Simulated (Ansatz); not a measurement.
# Ni, space group P6_3/mmc: an equation of state with a fit

Computed with Ansatz's Python interface.

Run as a notebook:

In [1]:
```python
import warnings

import ansatz as az
import numpy as np
```

In [2]:
```python
FUNCTIONAL = "pbesol"
SMEARING = "fermi_dirac"
ECUT = 500
MESH = (13, 13, 7)
```

In [3]:
```python
vectors0 = np.array([
    [2.448023, 0.0, 0.0],
    [-1.224011, 2.12005, 0.0],
    [0.0, 0.0, 4.072808],
])
sites = [
    ("Ni", (1 / 3, 2 / 3, 0.25), 1.5),
    ("Ni", (2 / 3, 1 / 3, 0.75), 1.5),
]
```

In [4]:
```python
def crystal_on(cell):
    crystal = az.Crystal(lattice=az.Lattice.of(cell))
    for symbol, position, moment in sites:
        crystal = crystal.atom(symbol, position, moment=moment or None)
    return crystal
```

In [5]:
```python
warnings.simplefilter("ignore", az.DeckWarning)
```

In [6]:
```python
volumes, energies, pressures = [], [], []
for scale in np.linspace(0.9, 1.1, 9):
    cell = vectors0 * scale ** (1 / 3)
    base = (
        crystal_on(cell).calculation()
        .functional(FUNCTIONAL)
        .pseudopotentials("paw")
        .occupations(SMEARING, width=100 * az.meV)
        .spin(az.SpinTreatment.COLLINEAR)
        .basis(ECUT)
        .kpoints(*MESH)
        .stress()
    )
    report = base.run(threads=1, pin="off").report
    volumes.append(abs(np.linalg.det(cell)) / len(sites))
    energies.append(report["free_energy_ev"] / len(sites))
    pressures.append(np.trace(report["stress_gpa"]) / 3)
    print(f"V = {volumes[-1]:8.4f} A^3/atom  F = {energies[-1]:.5f} eV/atom  P = {pressures[-1]:8.3f} GPa")
```
```text
V =   9.5119 A^3/atom  F = -5804.91055 eV/atom  P =   26.177 GPa
V =   9.7761 A^3/atom  F = -5804.94616 eV/atom  P =   17.227 GPa
V =  10.0404 A^3/atom  F = -5804.96805 eV/atom  P =    9.511 GPa
V =  10.3046 A^3/atom  F = -5804.97812 eV/atom  P =    2.858 GPa
V =  10.5688 A^3/atom  F = -5804.97799 eV/atom  P =   -2.876 GPa
V =  10.8330 A^3/atom  F = -5804.96907 eV/atom  P =   -7.817 GPa
V =  11.0972 A^3/atom  F = -5804.95258 eV/atom  P =  -12.070 GPa
V =  11.3615 A^3/atom  F = -5804.92958 eV/atom  P =  -15.728 GPa
V =  11.6257 A^3/atom  F = -5804.90099 eV/atom  P =  -18.867 GPa
```

In [7]:
```python
x = np.array(volumes) ** (-2 / 3)
poly = np.polynomial.Polynomial.fit(x, energies, 3).convert()
roots = poly.deriv().roots()
x0 = min((r.real for r in roots if abs(r.imag) < 1e-9 and poly.deriv(2)(r.real) > 0), key=lambda r: abs(r - x.mean()))
v0 = x0 ** -1.5
b0 = 4 / 9 * poly.deriv(2)(x0) * v0 ** (-7 / 3) * 160.21766
b1 = 4 + 2 / 3 * x0 * poly.deriv(3)(x0) / poly.deriv(2)(x0)
print(f"V0 = {v0:.4f} A^3/atom, B0 = {b0:.1f} GPa, dB/dP = {b1:.2f}")
```
```text
V0 = 10.4313 A^3/atom, B0 = 226.7 GPa, dB/dP = 4.87
```

A third-order Birch-Murnaghan fit through the 9 points has its minimum at 10.43 Å³ an atom, 1.3 % below the typed cell, with a bulk modulus of 227 GPa and dB/dP = 4.9. From that minimum the energy rises by 68.7 meV an atom on the compressed side and 78.2 meV on the expanded side.

Caveats:
- Absolute energies stand on the zero of these potentials, so only differences at equal settings mean something.
- The magnetic order follows from the starting moments and needn't be the lowest.
- Shape and fractional positions are held along the curve, so the bulk modulus is an upper value where they are free to relax.
- The mesh is modest for a metal, so energies can be off by several to tens of meV an atom and pressures by half a GPa or more; differences at equal mesh fare better.
- Pressure is positive in compression.
- This isn't the structure that Ni takes at ambient conditions.
- The whole script took 66 s on 1 thread of Intel(R) Xeon(R) Processor @ 2.30GHz (shared host), peak memory 0.57 GiB.
